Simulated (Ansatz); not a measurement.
**AlH₂I (SMILES [AlH2][I]): one structure at several levels**

Aim: energy, forces and dipole at a structure displaced at random from a GFN2-xTB minimum, from CCSD(T) and from density functionals.

Program: Ansatz 0.2.0, Gaussian basis. Level of theory: single points in def2-TZVPP. These are calculated values, not measurements.

Correlated methods freeze the cores. Filled d shells of the heavier atoms are correlated. Core potentials replace the inner electrons past krypton, and spin-orbit coupling is left out.

## (1) The system as given

SMILES `[AlH2][I]`, 4 atoms, charge 0, spin multiplicity 1.

Atoms are counted from 1 here; the program's logs count them from 0.

Bond lengths: Al1–I2 2.590 Å, Al1–H3 1.512 Å, Al1–H4 1.558 Å. Angles: I2–Al1–H3 122.3°, I2–Al1–H4 121.5°, H3–Al1–H4 116.2°.

Geometry (Å):

| atom | x (Å) | y (Å) | z (Å) |
| --- | --- | --- | --- |
| Al1 | -0.1847 | 0.0375 | -0.1072 |
| I2 | 2.0085 | -0.6515 | 1.0854 |
| H3 | -1.5218 | -0.5770 | 0.2404 |
| H4 | -0.2000 | 1.1399 | -1.2080 |

## (2) CCSD(T)/def2-TZVPP

Contents of run/in.yaml:

```yaml
crystal:
  periodic: [false, false, false]
  atoms:
    - {symbol: Al, position_ang: [-0.184700, 0.037500, -0.107200]}
    - {symbol: I, position_ang: [2.008500, -0.651500, 1.085400]}
    - {symbol: H, position_ang: [-1.521800, -0.577000, 0.240400]}
    - {symbol: H, position_ang: [-0.200000, 1.139900, -1.208000]}
basis:
  gaussian: {orbitals: def2-TZVPP}
correlation: {method: ccsd_t}
output: {forces: true}
```

No record of the launch command was kept for these runs.

## (3) PBE0-D4/def2-TZVPP

run/in.yaml: that of step 2 with these lines changed.

```diff
@@ -9,3 +9,3 @@
   gaussian: {orbitals: def2-TZVPP}
-correlation: {method: ccsd_t}
-output: {forces: true}
+hamiltonian: {xc: pbe0, dispersion: d4}
+output: {forces: true, orbitals: {seedname: orbitals}}
```

## (4) wB97M-V/def2-TZVPP

run/in.yaml: that of step 3 with these lines changed.

```diff
@@ -9,3 +9,3 @@
   gaussian: {orbitals: def2-TZVPP}
-hamiltonian: {xc: pbe0, dispersion: d4}
-output: {forces: true, orbitals: {seedname: orbitals}}
+hamiltonian: {xc: {name: wB97M-V}}
+output: {forces: true}
```

## (5) r2SCAN-D4/def2-TZVPP

run/in.yaml: that of step 4 with these lines changed.

```diff
@@ -9,3 +9,3 @@
   gaussian: {orbitals: def2-TZVPP}
-hamiltonian: {xc: {name: wB97M-V}}
+hamiltonian: {xc: r2scan, dispersion: d4}
 output: {forces: true}
```

## (6) PBE-D4/def2-TZVPP

run/in.yaml: that of step 5 with these lines changed.

```diff
@@ -9,3 +9,3 @@
   gaussian: {orbitals: def2-TZVPP}
-hamiltonian: {xc: r2scan, dispersion: d4}
+hamiltonian: {xc: pbe, dispersion: d4}
 output: {forces: true}
```

## (7) BHLYP-D4/def2-TZVPP

run/in.yaml: that of step 6 with these lines changed.

```diff
@@ -9,3 +9,3 @@
   gaussian: {orbitals: def2-TZVPP}
-hamiltonian: {xc: pbe, dispersion: d4}
+hamiltonian: {xc: {name: BHLYP}, dispersion: d4}
 output: {forces: true}
```

## (8) r2SCAN0-D4/def2-TZVPP

run/in.yaml: that of step 7 with these lines changed.

```diff
@@ -9,3 +9,3 @@
   gaussian: {orbitals: def2-TZVPP}
-hamiltonian: {xc: {name: BHLYP}, dispersion: d4}
+hamiltonian: {xc: {name: r2SCAN0}, dispersion: d4}
 output: {forces: true}
```

(Steps that only read results are left out.)

**Question.** What will these runs give? Wanted: energy less free atoms, CCSD(T)/def2-TZVPP; RMS force component; RMS force error; HOMO and LUMO, PBE0-D4; T1 diagnostic.

As calculated:

| quantity | value |
| --- | --- |
| energy less free atoms, CCSD(T)/def2-TZVPP | -210.7 kcal/mol |
| RMS force component | 0.542 to 0.610 eV/Å over the methods |
| RMS force error | PBE0-D4 0.028, wB97M-V 0.060, r2SCAN-D4 0.023, PBE-D4 0.101, BHLYP-D4 0.095, r2SCAN0-D4 0.026 eV/Å |
| HOMO and LUMO, PBE0-D4 | -7.64 and -1.98 eV |
| T1 diagnostic | 0.008 |

What this shows: Against CCSD(T) the functionals' energies less atoms differ by -4.9 to +0.8 kcal/mol, PBE-D4 by +0.8 kcal/mol. CCSD(T) in triple zeta still lacks some correlation energy of the bonds, so part of these gaps is its own basis error and they don't rank the functionals. The forces of r2SCAN-D4 come nearest to CCSD(T), those of PBE-D4 are farthest. Frozen-core CCSD(T) forces in triple zeta carry basis errors of their own, and this is one geometry, so small gaps rank nothing.
